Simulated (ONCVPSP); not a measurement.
**Pseudopotential generation for fluorine: ONCV, PBE**

Task: generate the file, and judge it by its errors in other configurations, its logarithmic derivatives, its ghosts and its cutoff.

The numbers are computed with ONCVPSP 4.0.1 (PBE, scalar-relativistic, spin-unpolarised reference atom).

### Step 1. Settings

The settings as typed:

| Item | Value |
| --- | --- |
| element | fluorine (F, Z = 9) |
| type | optimised norm-conserving Vanderbilt (ONCV) |
| frozen core | [He] |
| valence charge | 7 |
| reference configuration | 2s2 2p5 |
| partial waves | 2s: rc 0.65 bohr, ncon 4, nbas 7, qcut 11.4 1/bohr, 1 projector; 2p: rc 0.85 bohr, ncon 3, nbas 7, qcut 8.1 1/bohr, 2 projectors, debl 2 Ha; d scattering state at 0.09 Ha: rc 0.75 bohr, ncon 4, nbas 8, qcut 14.9 1/bohr, 3 projectors, debl 3.6 Ha |
| local potential | polynomial inside 0.50 bohr (lpopt 5, dvloc0 2 Ha) |
| core correction | Teter function fitted to the true core (icmod 2), fcfact 0.7 |

### Step 2. Generating the potential

F.dat

```
# ATOM AND REFERENCE CONFIGURATION
# atsym  z   nc   nv     iexc    psfile
  F 9.00    1    2        4      upf
#
#   n    l    f
    1    0    2.00
    2    0    2.00
    2    1    5.00
#
# PSEUDOPOTENTIAL AND OPTIMIZATION
# lmax
    2
#
#   l,   rc,      ep,       ncon, nbas, qcut
    0    0.65    0.00    4    7   11.40
    1    0.85    0.00    3    7    8.10
    2    0.75    0.09    4    8   14.90
#
# LOCAL POTENTIAL
# lloc, lpopt,  rc(5),   dvloc0
    4    5    0.50    2.00
#
# VANDERBILT-KLEINMAN-BYLANDER PROJECTORs
# l, nproj, debl
    0    1    3.00
    1    2    2.00
    2    3    3.60
#
# MODEL CORE CHARGE
# icmod, fcfact, rcfact
    2    0.70    0.60
#
# LOG DERIVATIVE ANALYSIS
# epsh1, epsh2, depsh
   -3.00    5.00    0.02
#
# OUTPUT GRID
# rlmax, drl
    6.00    0.01
#
# TEST CONFIGURATIONS
# ncnf
    4
# nvcnf
#   n    l    f
    2
    2    0    2.00
    2    1    4.00
#
    2
    2    0    2.00
    2    1    3.00
#
    2
    2    0    2.00
    2    1    2.00
#
    2
    2    0    1.00
    2    1    6.00
#
```

The run is started by

```console
$ oncvpsp.x < F.dat > F.out
```

What does the calculation give? Wanted: cutoffs; bound ghosts; GHOST(+) flags; largest miss of a reference level; largest test error; largest phase difference near zero energy, channels read; rms error of d²Exc/dn², without and with the model core.

**Answer**, as computed:

| quantity | value |
| --- | --- |
| cutoffs | not determined |
| bound ghosts | none found |
| GHOST(+) flags | none at low energy |
| largest miss of a reference level | 11 meV (2p) |
| largest test error (AE − PS) | +307 meV, for 2s2 2p2 |
| largest phase difference near zero energy, channels read | 0.002 rad |
| rms error of d²Exc/dn², without and with the model core | 1.82 and 1.90 mHa |

In words: The worst unpolarised test, 2s2 2p2, is off by 307 meV on 118.4 eV; by total energies transferability rates as fair for so large an energy. That test lies far up in energy; among those under 40 eV, nearer to bonding, the largest error is 27 meV. No bound ghost shows below the valence levels. Near zero energy the phases of the channels with partial waves agree within 0.002 rad. All of this concerns the isolated atom, not yet a solid.
